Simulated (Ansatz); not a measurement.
**GdN (Fm-3m): equation of state**

An exercise on one series of results from a longer session: the logs are not shown, and one member is left open.

Computed with Ansatz 0.2.0 (DFT PBE+U (U_eff = 6 eV on Gd 4f), scalar-relativistic, plane waves, PAW, unless a step's input says otherwise).

**Starting point**

Symmetry: Fm-3m, No. 225, cubic system. Conventional cell: a = 5.002 Å, b = 5.002 Å, c = 5.002 Å, α = 90.00°, β = 90.00°, γ = 90.00°. Gd (site symmetry m-3m) has 6 N at 2.50 Å as nearest neighbours. N (site symmetry m-3m) has 6 Gd at 2.50 Å as nearest neighbours.

As a file:

```cif
data_structure
_symmetry_space_group_name_H-M 'Fm-3m'
_symmetry_Int_Tables_number 225
_cell_length_a 5.0020
_cell_length_b 5.0020
_cell_length_c 5.0020
_cell_angle_alpha 90.000
_cell_angle_beta 90.000
_cell_angle_gamma 90.000
_cell_volume 125.15
loop_
_atom_site_label
_atom_site_type_symbol
_atom_site_symmetry_multiplicity
_atom_site_Wyckoff_symbol
_atom_site_fract_x
_atom_site_fract_y
_atom_site_fract_z
_atom_site_occupancy
Gd1 Gd 4 a 0.00000 0.00000 0.00000 1
N1 N 4 b 0.50000 0.00000 0.00000 1
```

An earlier run at PBE+U (U_eff = 6 eV on Gd 4f) left this cell at 15.644 Å³/atom and 0.00 GPa (10×10×10 mesh).

Volume factors to run: 0.980, 1.020, 0.960, 1.040.

Set-up of the first run:

Contents of input.yaml:

```yaml
crystal:
  lattice:
    - [0.0, 2.4842280118, 2.4842280118]
    - [2.4842280118, 0.0, 2.4842280118]
    - [2.4842280118, 2.4842280118, 0.0]
  atoms:
    - { symbol: Gd, position: [0.0, 0.0, 0.0], spin: 7.63 }
    - { symbol: "N", position: [0.5, 0.5, 0.5] }
basis:
  ecutwfc: 420
  ecutrho_ratio: 4
kpoints:
  mp_grid: { grid: [10, 10, 10] }
hamiltonian:
  xc: pbe
  hubbard:
    sites:
      - { species: Gd, l: f, u_eff: 6.0, starting_ns: start.occupation_matrices }
    ns_hold: { iters: 6 }
scf:
  occupations: { method: gaussian, width: 0.05 }
  lower_state_search: "off"
output:
  forces: true
  stress: true
  eigenvalues: true
  populations: true
  hubbard: { sites: [{ species: Gd, l: f }] }
magnetization:
  spin_polarized: true
```

start.occupation_matrices holds the open shells' occupation matrices from the neighbouring geometry.

Started as:

```sh
ansatz run input.yaml --threads 2 --pin off --max-ram 5120MiB --backend cpu --events-out ev --progress --plain --runs-dir out
```

Among the steps run: At 0.980 of the relaxed volume; At 1.020 of the relaxed volume; At 0.960 of the relaxed volume; Scaling the volume by 1.040.

One of the session's tables, all rows but one given; the rest of the session is left out.

It belongs to the step «The fit». 

```
volume (Å³/atom)  energy (meV/atom)  pressure (GPa)  moment of atom 1 (μB)
          15.018              12.55            6.65                   6.92
          15.331               3.01            3.15                   6.93
          15.644               0.00            0.00                   6.94
          15.957                  ?               ?                      ?
          16.270              10.92           -5.40                   6.95
```

**Question.** Estimate the row for volume (Å³/atom) = 15.957.

Worked estimate for «energy (meV/atom)». A straight line through the neighbours (15.644, 0.00) and (16.270, 10.92) gives 0.00 + (10.92 − 0.00) × (15.957 − 15.644) / (16.270 − 15.644) = 5.46; a parabola fitted to 3 rows on both sides gives 2.64.

**Answer.** energy (meV/atom): 2.83; pressure (GPa): -2.84; moment of atom 1 (μB): 6.94. In «energy (meV/atom)» the line misses by +2.63 and the parabola by -0.19.

Limits of these values: Warnings in the runs' records: filled band counts differ across k points, stability check not made.
